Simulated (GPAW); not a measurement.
Crystal: MgB.

```
Mg B
1.0
     2.89515    0.00000    0.00000
     0.00000    2.89515    0.00000
     0.00000    0.00000    2.89515
Mg B
1 1
Direct
  0.00000 0.00000 0.00000
  0.50000 0.50000 0.50000
```

The cell was built by a generator and needn't be a form met in nature.

- Program: GPAW 26.7.0
- Task: relaxation of cell and atoms
- Functional: LDA
- Potentials or basis: the program's PAW data sets (release 1.2.1) made for this functional
- Cutoff: 800 eV
- Basis: pw
- k mesh: 9 × 9 × 9
- Occupations: fermi-dirac, width 0.05 eV
- Spin: no spin polarisation

At the start: pressure -5.2 GPa; volume 12.13 Å³/atom.

Q: How do energy, volume and symmetry change on relaxing?

A: Over 4 steps the energy falls by 11.7 meV/atom and the volume is 11.41 Å³/atom (-5.9 %); space group Pm-3m (No. 221, to 0.05 Å).

The path:
```csv
step,energy change (eV),largest force (eV/Å),pressure (GPa),volume (Å³)
1,0.0000,0.0000,-5.19,24.27
2,-0.0060,0.0000,-4.57,24.06
3,-0.0231,0.0000,0.46,22.71
4,-0.0234,0.0000,-0.03,22.83
```

Final structure:
```
CELL_PARAMETERS angstrom
2.83667 0.00000 0.00000
0.00000 2.83667 0.00000
0.00000 0.00000 2.83667
ATOMIC_POSITIONS crystal
Mg 0.00000 0.00000 0.00000
B 0.50000 0.50000 0.50000
```

Caveat: later steps reuse the first step's grids.
